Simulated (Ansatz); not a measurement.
# CH5B2O: rigid scan of one bond length from a Python script

How does the energy of CH5B2O change as one bond is stretched? A script is to give a rigid scan of one bond length; the system is CH5B2O.

Computed with Ansatz 0.2.0, driven from Python. Level of theory: r2SCAN0/def2-SVP.

### 1 Starting point

Bond lengths: B1–O2 1.463 Å, O2–B3 1.464 Å, B3–C4 1.589 Å, B1–H5 1.182 Å, B3–H6 1.183 Å, C4–H7 1.110 Å, C4–H8 1.109 Å, C4–H9 1.109 Å. Angles: B1–O2–B3 105.5°, O2–B1–H5 120.2°, O2–B3–C4 120.3°, O2–B3–H6 119.8°, C4–B3–H6 119.6°, B3–C4–H7 109.6°, B3–C4–H8 109.5°, B3–C4–H9 109.6°, H7–C4–H8 109.4°, H7–C4–H9 109.3°, H8–C4–H9 109.4°.

Input file ch5b2o.xyz:

```xyz
9

B     2.14620   -0.08560   -0.37920
O     0.99210   -0.84390   -0.86170
B    -0.00570   -0.75890    0.20570
C    -1.13900    0.35450    0.15790
H     2.24460    1.06750   -0.62140
H    -0.02580   -1.57760    1.05910
H    -1.82370    0.22690    1.02160
H    -1.71470    0.25640   -0.78540
H    -0.67400    1.36080    0.20340
```

### 2 The code

The input, ch5b2o_scan.py:

```python
import ansatz as az
import numpy as np


def main() -> None:
    geometry = az.Crystal.molecule_from_extxyz("ch5b2o.xyz")

    symbols = [site.symbol for site in geometry.cartesian_sites]
    start = np.array([site.position_ang for site in geometry.cartesian_sites])
    axis = (start[1] - start[2]) / np.linalg.norm(start[1] - start[2])
    moving = [0, 1, 4]
    lengths, energies = [1.24, 1.35, 1.46, 1.61, 1.83, 2.2, 2.63, 3.22], []
    for length in lengths:
        xyz = start.copy()
        xyz[moving] += (length - np.linalg.norm(start[1] - start[2])) * axis
        point = az.Crystal.molecule()
        for symbol, xyz in zip(symbols, xyz):
            point = point.atom(symbol, xyz.tolist())
        calculation = point.calculation().basis(gaussian="def2-SVP").functional("R2SCAN0").spin("collinear", total=1)
        data = calculation.run().report
        energies.append(data["free_energy_ev"])
        print(f"r = {length:6.3f} A  E = {energies[-1]:.5f} eV  <S^2> = {abs(data['mean_field']['state']['spin_squared']):.3f}")

    print("energy above the lowest point (eV):", [round(e - min(energies), 3) for e in energies])


if __name__ == "__main__":
    main()
```

### 3 The input behind the calls

The engine receives this input (first run):

```yaml
crystal:
  periodic: [false, false, false]
  atoms:
    - { symbol: B, position_ang: [1.9937527206975578, -0.07261341076297095, -0.21611899586347288] }
    - { symbol: O, position_ang: [0.8396527206975579, -0.830913410762971, -0.698618995863473] }
    - { symbol: B, position_ang: [-0.0057, -0.7589, 0.2057] }
    - { symbol: C, position_ang: [-1.139, 0.3545, 0.1579] }
    - { symbol: H, position_ang: [2.092152720697558, 1.080486589237029, -0.45831899586347286] }
    - { symbol: H, position_ang: [-0.0258, -1.5776, 1.0591] }
    - { symbol: H, position_ang: [-1.8237, 0.2269, 1.0216] }
    - { symbol: H, position_ang: [-1.7147, 0.2564, -0.7854] }
    - { symbol: H, position_ang: [-0.674, 1.3608, 0.2034] }
basis:
  gaussian:
    orbitals: def2-SVP
hamiltonian:
  xc: r2scan0
magnetization:
  spin_polarized: true
  initial_magnetization: 1.0
```

### 4 Launch

On the command line:

```bash
> python ch5b2o_scan.py
```

Q: Predict the main results. Wanted: range of energy; lowest point, distance.

As calculated:

| quantity | value |
| --- | --- |
| runs compared | 8 |
| range of energy | 4.194 eV |
| lowest point, distance (Å) | 1.35 |

**Reading.** The curve has its lowest point inside the range, at 1.35. The ends stand 0.519 and 4.1 eV above it. The distance scanned is the script's pair 2, 1. What to keep in mind:
- Total energies depend on the basis set; only differences at equal settings carry meaning.
- The rest of the molecule is held rigid at a force-field or estimated start geometry, and the basis set is modest; single-reference methods fail as a bond breaks.
- The species is open-shell (spin multiplicity 2).
- The expectation value of S² is noticeably off S(S+1) in at least one run, so that state is spin-contaminated.
